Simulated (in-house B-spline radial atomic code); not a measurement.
**Co: a fraction of an electron removed from 4s**

The exact energy is linear between whole electron numbers. How far does HSE06 stray from that for Co, with charge removed from 4s step by step?

The numbers are computed with in-house B-spline radial atomic code version 1 (scalar-relativistic (spin-free one-electron X2C) HSE06, spin-polarised, spherical fractional occupations, Fermi nucleus, basis-set limit), except any that are marked as measured or tabulated.

### 1 The atom as given

| Item | Value |
| --- | --- |
| element | cobalt (Z = 27) |
| charge | 0 |
| electrons | 27 |
| configuration | [Ar] 3d7 4s2 |
| Hamiltonian | scalar-relativistic (X2C) |
| nucleus | Fermi, rms radius 3.788 fm |

Outer shells as boxes (Hund's rule):

[Ar] 3d7 4s2
```
[Ar] core
3d [↑↓][↑↓][↑ ][↑ ][↑ ]
4s [↑↓]
```

Where spins are not typed, each open shell is filled with up spins first.

### 2 The start, at fraction 0

The run's settings:

```ini
Z = 27
electrons = 27.0
configuration = [Ar] 3d7 4s2
hamiltonian = x2c
method = hse06
spin_polarised = True
nucleus = fermi
rms_radius = 3.7875
mass_number = 59
atomic_mass = 58.933193524
speed_of_light = 137.035999084
```

### 3 0.1 electron removed from 4s

Changes to the settings of step 2:

```diff
@@ -1,4 +1,4 @@
 Z = 27
-electrons = 27.0
-configuration = [Ar] 3d7 4s2
+electrons = 26.9
+configuration = [Ar] 3d7 4s1.9
 hamiltonian = x2c
```

### 4 0.14 electron removed from 4s

Changes to the settings of step 3:

```diff
@@ -1,4 +1,4 @@
 Z = 27
-electrons = 26.9
-configuration = [Ar] 3d7 4s1.9
+electrons = 26.86
+configuration = [Ar] 3d7 4s1.86
 hamiltonian = x2c
```

### 5 0.28 electron removed from 4s

Changes to the settings of step 4:

```diff
@@ -1,4 +1,4 @@
 Z = 27
-electrons = 26.86
-configuration = [Ar] 3d7 4s1.86
+electrons = 26.72
+configuration = [Ar] 3d7 4s1.72
 hamiltonian = x2c
```

### 6 0.44 electron removed from 4s

Changes to the settings of step 5:

```diff
@@ -1,4 +1,4 @@
 Z = 27
-electrons = 26.72
-configuration = [Ar] 3d7 4s1.72
+electrons = 26.56
+configuration = [Ar] 3d7 4s1.56
 hamiltonian = x2c
```

### 7 0.5 electron removed from 4s

Changes to the settings of step 6:

```diff
@@ -1,4 +1,4 @@
 Z = 27
-electrons = 26.56
-configuration = [Ar] 3d7 4s1.56
+electrons = 26.5
+configuration = [Ar] 3d7 4s1.5
 hamiltonian = x2c
```

### 8 0.58 electron removed from 4s

Changes to the settings of step 7:

```diff
@@ -1,4 +1,4 @@
 Z = 27
-electrons = 26.5
-configuration = [Ar] 3d7 4s1.5
+electrons = 26.42
+configuration = [Ar] 3d7 4s1.42
 hamiltonian = x2c
```

### 9 0.75 electron removed from 4s

Changes to the settings of step 8:

```diff
@@ -1,4 +1,4 @@
 Z = 27
-electrons = 26.42
-configuration = [Ar] 3d7 4s1.42
+electrons = 26.25
+configuration = [Ar] 3d7 4s1.25
 hamiltonian = x2c
```

### 10 0.86 electron removed from 4s

Changes to the settings of step 9:

```diff
@@ -1,4 +1,4 @@
 Z = 27
-electrons = 26.25
-configuration = [Ar] 3d7 4s1.25
+electrons = 26.14
+configuration = [Ar] 3d7 4s1.14
 hamiltonian = x2c
```

### 11 0.98 electron removed from 4s

Changes to the settings of step 10:

```diff
@@ -1,4 +1,4 @@
 Z = 27
-electrons = 26.14
-configuration = [Ar] 3d7 4s1.14
+electrons = 26.02
+configuration = [Ar] 3d7 4s1.02
 hamiltonian = x2c
```

### 12 1 electron removed from 4s

Changes to the settings of step 11:

```diff
@@ -1,4 +1,4 @@
 Z = 27
-electrons = 26.02
-configuration = [Ar] 3d7 4s1.02
+electrons = 26.0
+configuration = [Ar] 3d7 4s1
 hamiltonian = x2c
```

How does the energy change with the fraction, and which way and how far does it bend from the straight line between the ends?

As calculated:

| fraction | energy change (eV) | less the straight line (eV) | level 4s down (eV) | sum of <r²> (bohr²) |
| --- | --- | --- | --- | --- |
| 0 | 0.0000 | 0.0000 | -5.620 | 37.201 |
| 0.1 | 0.5886 | -0.2365 | -6.153 | 35.694 |
| 0.14 | 0.8387 | -0.3164 | -6.366 | 35.110 |
| 0.28 | 1.7824 | -0.5277 | -7.113 | 33.139 |
| 0.44 | 2.9880 | -0.6422 | -7.953 | 31.015 |
| 0.5 | 3.4744 | -0.6508 | -8.262 | 30.251 |
| 0.58 | 4.1517 | -0.6336 | -8.668 | 29.255 |
| 0.75 | 5.6986 | -0.4892 | -9.535 | 27.219 |
| 0.86 | 6.7797 | -0.3157 | -10.126 | 25.952 |
| 0.98 | 8.0340 | -0.0514 | -10.771 | 24.622 |
| 1 | 8.2504 | 0.0000 | empty | 24.406 |

What this shows: From fraction 0 to 1 the energy changes by 8.250 eV. It sags under the straight line by up to 0.65 eV (at 0.5); exact theory is straight between whole electron numbers, so this convex bend is an error (delocalisation) that favours fractional charges. Slater's transition state, the slope from the orbital energy at fraction 0.5 (Janak's theorem), gives 8.262 eV for the whole step. Here exact exchange is taken at spherical fractional occupations, which leaves self-interaction in open p, d and f shells; that spoils the energies somewhat, at whole numbers too.
